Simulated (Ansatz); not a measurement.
# Sr2Rh (Fm-3m): single point, by script

What energy and properties does Sr2Rh (Fm-3m) have at the given structure? The task is a single point, for Sr2Rh (Fm-3m).

Computed with the Python package of Ansatz 0.2.0. Level of theory: DFT PBEsol, plane waves, PAW.

### Step 1. The structure

The structure is cubic, space group Fm-3m (No. 225). Conventional cell: a = 7.302 Å, b = 7.302 Å, c = 7.302 Å, α = 90.00°, β = 90.00°, γ = 90.00°. Around Sr (site symmetry -43m) lie 4 Rh at 3.16 Å. Rh (site symmetry m-3m) has 8 Sr at 3.16 Å as nearest neighbours.

The script holds or builds the structure itself.

### Step 2. The code

File scf_sr2rh.py:

```python
# -*- coding: utf-8 -*-
import sys

import ansatz as az
import matplotlib.pyplot as plt
import numpy as np
import pandas as pd

crystal = (
    az.Lattice.fcc(7.30191)
    .space_group(225)
    .atom("Sr", [0.25, 0.25, 0.75])
    .atom("Rh", [0.0, 0.0, 0.0])
    .primitive()
)

calc = (
    crystal.calculation()
    .functional("PBEsol")
    .basis(35 * az.Ry)
    .kpoints(6)
    .occupations("Fermi-Dirac", width=0.05)
    .forces()
    .density_of_states(energy_step=0.05)
    .stress()
    .band_table()
)
try:
    result = calc.run()
except az.NonConvergedError as error:
    sys.exit(f"no convergence: {error}")
except az.RefusalError as error:
    sys.exit(f"input refused: {error}")
r = result.report

print("%-22s %14.5f eV" % ("F = E - TS", r["free_energy_ev"]))
print("%-22s %14.5f eV" % ("E", r["internal_energy_ev"]))
print("%-22s %14.5f eV" % ("Harris-Foulkes", r["harris_foulkes_ev"]))
print("%-22s %14.5f eV" % ("Fermi level", r["fermi_energy_ev"]))

table = pd.DataFrame(r["forces_ev_ang"], columns=["fx", "fy", "fz"])
table.insert(0, "atom", [site["symbol"] for site in r["lattice"]["sites"]])
print(table.round(4).to_string())

dos = result.density_of_states()
energy = np.asarray(dos.energies_ev) - dos.fermi_ev
fig, ax = plt.subplots(figsize=(5, 3.2))
for spin, channel in enumerate(dos.channels):
    ax.plot(energy, (-1) ** spin * np.asarray(channel.g_bin_mean_per_ev), lw=1)
ax.axvline(0, color="k", ls=":")
ax.set(xlim=(-8, 8), xlabel="E - E_F (eV)", ylabel="states/eV", title="Sr2Rh")
fig.tight_layout()
fig.savefig("dos.png", dpi=100)
print("states below E_F:", round(float(np.interp(0.0, energy, dos.spin_summed_integrated)), 3))

print("pressure by term (GPa)")
for term, tensor in r["stress_terms_gpa"].items():
    print(f"  {term:28s} {np.trace(np.array(tensor)) / 3:12.3f}")
print(f"  {'total':28s} {np.trace(np.array(r['stress_gpa'])) / 3:12.3f}")

print("band  energy (eV)  occupation, at k =", r["kpoints_frac"][0])
for band, (e, occ) in enumerate(zip(r["eigenvalues_ev"][0], r["occupations"][0]), start=1):
    print(f"{band:4d} {e:12.4f} {occ:9.4f}")
```

### Step 3. Running it

Command:

```bash
> python scf_sr2rh.py
```

Q: Predict the main results. Wanted: free energy; gap on the mesh; pressure; largest force.

As calculated:

| quantity | value |
| --- | --- |
| free energy | -13323.3421 eV (-4441.1140 eV/atom) |
| gap on the mesh | none |
| pressure | -1.41 GPa |
| largest force | 0.000 eV/Å |

In words: The mesh shows no gap. The pressure of -1.4 GPa means that the cell would shrink if relaxed at this level. All forces vanish by symmetry. What to keep in mind:
- The count of states below the Fermi level is interpolated on the energy grid.
- The mesh is modest for a metal, so energies can be off by several to tens of meV an atom and pressures by half a GPa or more; differences at equal mesh fare better.
- An absolute Fermi energy rests on an arbitrary zero of the periodic potential and has no direct meaning.
- Pressure is positive in compression.
- The structure comes from a database of computed cells and needn't be a stable or known phase.
- Levels are Kohn-Sham eigenvalues on this mesh, without spin-orbit coupling.
- The computed bands are complete only to about 2.3 eV above the Fermi level; beyond that the density of states is undercounted.
